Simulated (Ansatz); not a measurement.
# H₅InN₂S: how energies converge with the basis set

One table from this session's results is given with a row withheld; the runs are named, their logs left out.

The runs use Ansatz 0.2.0, Gaussian basis; one geometry, several basis sets.

Plan: PBE0-D4/def2-SVP; ωB97M-V/def2-SVP; PBE0-D4/def2-QZVPP; ωB97M-V/def2-QZVPP; the functionals' def2-TZVPP values are taken from earlier runs.

1 further run of the same task is left out (for a known fault of the program).

## The geometry

An earlier PBE0-D4 in a triple-zeta def2 set relaxation fixed the geometry. In takes the def2 core potential; no spin-orbit term is included.

9 atoms, charge 0, spin multiplicity 1.

Atoms are counted from 1 here; the program's logs count them from 0.

Bond lengths: N1–In2 2.022 Å, N1–H5 1.011 Å, N1–H6 1.010 Å, In2–N3 2.019 Å, In2–S4 2.384 Å, N3–H7 1.010 Å, N3–H8 1.010 Å, S4–H9 1.343 Å. Angles: In2–N1–H5 116.0°, In2–N1–H6 116.2°, H5–N1–H6 108.5°, N1–In2–N3 120.8°, N1–In2–S4 120.5°, N3–In2–S4 118.7°, In2–N3–H7 116.3°, In2–N3–H8 116.4°, H7–N3–H8 108.7°, In2–S4–H9 93.5°.

Set-up of the first run:

in.yaml reads:

```yaml
crystal:
  periodic: [false, false, false]
  atoms:
    - {symbol: N, position_ang: [-0.794906, 1.335341, 0.900584]}
    - {symbol: In, position_ang: [0.212373, -0.087915, -0.122266]}
    - {symbol: N, position_ang: [-0.625642, -1.887787, -0.487067]}
    - {symbol: S, position_ang: [2.419274, 0.329086, -0.922235]}
    - {symbol: H, position_ang: [-1.803073, 1.275469, 0.866076]}
    - {symbol: H, position_ang: [-0.523540, 2.291210, 0.719392]}
    - {symbol: H, position_ang: [0.012584, -2.651753, -0.657022]}
    - {symbol: H, position_ang: [-1.332635, -2.194947, 0.165757]}
    - {symbol: H, position_ang: [2.435546, 1.591296, -0.463238]}
basis:
  gaussian: {orbitals: def2-SVP}
hamiltonian: {xc: pbe0, dispersion: d4}
output: {orbitals: {seedname: orbitals}}
```

Command:

```
$ ansatz run in.yaml --threads 4 --pin off --events-out ev --progress --plain --max-ram 10444MiB
```

Steps of the session up to this table: PBE0-D4 in def2-SVP; ωB97M-V in def2-SVP; PBE0-D4 in def2-QZVPP; ωB97M-V in def2-QZVPP.

One table of the session follows, with a row left open; its other results are not shown here.

It belongs to the step «Functionals by basis». 

| functional | basis | HOMO (eV) |
| --- | --- | --- |
| PBE0-D4 | def2-SVP | -6.84 |
| PBE0-D4 | def2-TZVPP | -7.13 |
| PBE0-D4 | def2-QZVPP | -7.19 |
| ωB97M-V | def2-SVP | ? |
| ωB97M-V | def2-TZVPP | -9.38 |
| ωB97M-V | def2-QZVPP | -9.44 |

Q: Estimate the row for ωB97M-V, def2-SVP from the others.

**Answer.** HOMO (eV): -9.09. In the column «HOMO (eV)» it lies between ωB97M-V, def2-TZVPP (-9.38) and PBE0-D4, def2-QZVPP (-7.19).
